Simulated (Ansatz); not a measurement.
# BCl2H3OSi: a ladder of functionals and wavefunction methods

One table from this session's results is given with a row withheld; the runs are named, their logs left out.

Computed with Ansatz 0.2.0, Gaussian basis. Level: functionals in def2-TZVPP, the program's frozen cores in correlated methods.

Levels to be run: LDA (SPW92), PBE-D4, revPBE-D4, BLYP-D4, r2SCAN-D4, B97M-V, PBE0-D4, B3LYP-D4, r2SCANh-D4, r2SCAN0-D4, HSE06-D4, BHLYP-D4, CAM-B3LYP-D4, LC-ωPBE, ωB97X-V, ωB97M-V, B2PLYP, PBE-QIDH; CCSD(T)/def2-SVP; CCSD(T)/def2-TZVPP; MP2/def2-QZVPP; extrapolation to the limit; RPA on PBE.

## The relaxed structure

An earlier PBE0-D4 in a triple-zeta def2 set relaxation fixed the geometry.

SMILES `[SiH3]OB(Cl)Cl`, 8 atoms, charge 0, spin multiplicity 1.

Atoms are counted from 1 here; the program's logs count them from 0.

Bond lengths: Si1–O2 1.668 Å, Si1–H6 1.481 Å, Si1–H7 1.479 Å, Si1–H8 1.481 Å, O2–B3 1.332 Å, B3–Cl4 1.765 Å, B3–Cl5 1.750 Å. Angles: O2–Si1–H6 109.4°, O2–Si1–H7 105.7°, O2–Si1–H8 109.4°, H6–Si1–H7 110.8°, H6–Si1–H8 110.6°, H7–Si1–H8 110.8°, Si1–O2–B3 133.0°, O2–B3–Cl4 121.1°, O2–B3–Cl5 120.0°, Cl4–B3–Cl5 118.8°.

Set-up of the first run:

Contents of in.yaml:

```yaml
crystal:
  periodic: [false, false, false]
  atoms:
    - {symbol: Si, position_ang: [-0.132731, -0.352289, 1.203701]}
    - {symbol: O, position_ang: [0.623237, 0.386549, -0.086983]}
    - {symbol: B, position_ang: [0.327003, 0.478444, -1.382633]}
    - {symbol: Cl, position_ang: [-1.125745, -0.275086, -2.042423]}
    - {symbol: Cl, position_ang: [1.385918, 1.357759, -2.463263]}
    - {symbol: H, position_ang: [-1.480935, 0.233706, 1.385716]}
    - {symbol: H, position_ang: [0.721580, -0.077245, 2.378661]}
    - {symbol: H, position_ang: [-0.226024, -1.808938, 0.951326]}
basis:
  gaussian: {orbitals: def2-TZVPP}
hamiltonian: {xc: lda}
output: {orbitals: {seedname: orbitals}}
```

The run is started by

```console
> ansatz run in.yaml --threads 4 --pin off --events-out ev --progress --plain --max-ram 10444MiB
```

Among the steps run: LDA; PBE-D4 (GGA); revPBE-D4 (GGA); BLYP-D4 (GGA); r2SCAN-D4 (meta-GGA); B97M-V (meta-GGA); B3LYP-D4 (hybrid); r2SCANh-D4 (hybrid); r2SCAN0-D4 (hybrid); HSE06-D4 (hybrid); BHLYP-D4 (hybrid); CAM-B3LYP-D4 (range-separated); LC-ωPBE (range-separated); ωB97X-V (range-separated); ωB97M-V (range-separated); B2PLYP (double hybrid); PBE-QIDH (double hybrid).

One of the session's tables, all rows but one given; the rest of the session is left out.

It belongs to the step «Orbital energies across the functionals». 

| functional | HOMO (eV) | gap (eV) |
| --- | --- | --- |
| LDA (SPW92) | -7.69 | 5.82 |
| PBE-D4 | -7.54 | 5.96 |
| revPBE-D4 | -7.49 | 6.02 |
| BLYP-D4 | -7.37 | 5.97 |
| r2SCAN-D4 | -7.91 | 6.67 |
| B97M-V | -8.05 | 6.90 |
| PBE0-D4 | -9.00 | 8.40 |
| B3LYP-D4 | -8.70 | 7.91 |
| r2SCANh-D4 | -8.44 | 7.54 |
| r2SCAN0-D4 | -9.24 | 8.85 |
| HSE06-D4 | -8.59 | 7.61 |
| BHLYP-D4 | -10.29 | 10.84 |
| CAM-B3LYP-D4 | -10.37 | 10.96 |
| LC-ωPBE | -11.84 | 13.57 |
| ωB97X-V | -11.44 | 13.13 |
| ωB97M-V | ? | ? |

Estimate the missing values for ωB97M-V.

The run gave: HOMO (eV): -11.28; gap (eV): 12.75. In the column «HOMO (eV)» it lies between ωB97X-V (-11.44) and CAM-B3LYP-D4 (-10.37).
